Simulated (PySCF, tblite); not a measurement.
# C5H8B radical: geometry, infrared bands and EPR parameters

What infrared bands and EPR parameters should C5H8B radical (`B1[C]=CCCC1`) show?

Computed with tblite 0.8.0 and PySCF 2.14.0, with density-fitted response routines of our own, on a single molecule in the gas phase. Atoms count from 0, in the outputs and in this text.

## (1) Starting geometry

14 atoms, charge 0, multiplicity 2; geometry from: force field or distance geometry start.

Bonds of the start (Å): B0–C1 1.55, C1–C2 1.37, C2–C3 1.45, C3–C4 1.47, C4–C5 1.49, C5–B0 1.59, B0–H6 1.19, C2–H7 1.10, C3–H8 1.14, C3–H9 1.13, C4–H10 1.13, C4–H11 1.12, C5–H12 1.11, C5–H13 1.10.

## (2) Optimising the geometry with GFN2-xTB

What the job is given:

```
{"job": {"kind": "relax", "xc": "GFN2-xTB", "basis": "xTB"}, "charge": 0, "multiplicity": 2}
B     -0.948500     1.325800    -0.549000
C      0.552600     1.716200    -0.623500
C      1.465800     0.832500    -0.113300
C      1.073900    -0.435600     0.466200
C     -0.326200    -0.888600     0.399100
C     -1.250600    -0.233300    -0.563400
H     -1.812500     2.073100    -0.213700
H      2.523100     1.131100    -0.169000
H      1.324000    -0.353800     1.576000
H      1.749600    -1.286900     0.151100
H     -0.305200    -1.989300     0.145300
H     -0.787200    -0.844600     1.415300
H     -0.951600    -0.569800    -1.578800
H     -2.307900    -0.477300    -0.364600
```

Started as:

```sh
$ OMP_NUM_THREADS=1 python probes_run.py task.json out
```

The driver reads the jobs from task.json and runs them one after another.

**Question.** This job is followed by: GFN2-xTB harmonic vibrations, gas phase; UKS B3LYP, pcH-1 on B C H, non-relativistic, mean-field spin-orbit, GIAO. What will the session give for the following? strongest single infrared mode (GFN2-xTB); zero-point energy (GFN2-xTB); g(iso) (B3LYP); ⟨S²⟩; largest a(iso) (averaged by class); potential on the surface of density 0.002 e/bohr³, 1st and 99th percentile.

**Answer**, as computed:

```
                                                                  quantity                  value
                                 strongest single infrared mode (GFN2-xTB)  2676 cm⁻¹, 161 km/mol
                                              zero-point energy (GFN2-xTB)          71.7 kcal/mol
                                                            g(iso) (B3LYP)                2.00231
                                                                      ⟨S²⟩     0.757 (exact 0.75)
                                        largest a(iso) (averaged by class)   13C on C1, 159.9 MHz
potential on the surface of density 0.002 e/bohr³, 1st and 99th percentile     -0.68 V and 0.91 V
```

What this shows: Relaxing lowered the energy by 0.822 eV in 63 steps; the close pair that moved most is B0–C1, from 1.553 to 1.471 Å. No mode is imaginary among the 36: a minimum at this level. The strongest single mode, at 2676 cm⁻¹, moves mainly H6. GFN2-xTB is a fitted tight-binding method: band positions and strengths are rough. Its intensities can rank the bands wrongly. Most of the unpaired spin sits on C1 (0.83 e). The isotropic g lies 0.0 ppt below the free-electron value. These values are for one conformer; the search (at its own cheap level) found 1 more, at 0.07 kcal/mol, and measured spectra average over such forms.
